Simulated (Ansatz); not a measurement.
Crystal: Mg3Te.

```
Te Mg
1.0
    -2.13936    2.13936    5.28249
     2.13936   -2.13936    5.28249
     2.13936    2.13936   -5.28249
Te Mg
1 3
Direct
  0.00000 0.00000 0.00000
  0.25000 0.75000 0.50000
  0.75000 0.25000 0.50000
  0.50000 0.50000 0.00000
```

The cell comes from a database or a generator and needn't be the stable form of this composition.

| Item | Value |
| --- | --- |
| Program | Ansatz 0.2.0 |
| Task | relaxation of cell and atoms |
| Functional | PBEsol |
| Potentials or basis | Ansatz PAW |
| Cutoff | 420 eV (not typed: the program's choice for these potentials) |
| k mesh | 9 × 9 × 9 |
| Occupations | fermi-dirac, width 0.05 eV |
| Spin | no spin polarisation |

At the start: volume 24.18 Å³/atom.

Q: How do energy, volume and symmetry change on relaxing?

A: It ends after 6 steps and the volume is 23.38 Å³/atom (-3.3 %); space group I4/mmm (No. 139, to 0.05 Å).

The path:
| step | energy change (eV) | largest force (eV/Å) | volume (Å³) |
| --- | --- | --- | --- |
| 1 | 0.0000 | 0.0000 | 96.71 |
| 2 | -0.0097 | 0.0000 | 94.16 |
| 3 | -0.0110 | 0.0000 | 93.75 |
| 4 | -0.0128 | 0.0000 | 93.35 |
| 5 | -0.0130 | 0.0000 | 93.54 |
| 6 | -0.0128 | 0.0000 | 93.54 |

Final structure:
```
CELL_PARAMETERS angstrom
-2.14014 2.14014 5.10549
2.14014 -2.14014 5.10549
2.14014 2.14014 -5.10549
ATOMIC_POSITIONS crystal
Te 0.00000 0.00000 0.00000
Mg 0.25000 0.75000 0.50000
Mg 0.75000 0.25000 0.50000
Mg 0.50000 0.50000 0.00000
```

Caveat: the plane-wave basis is chosen anew once the cell has moved, so the energies of steps on either side of that aren't comparable; the PAW data sets come from PBE, with cores solved anew for the run's functional, which leaves a small shift of forces and pressure.
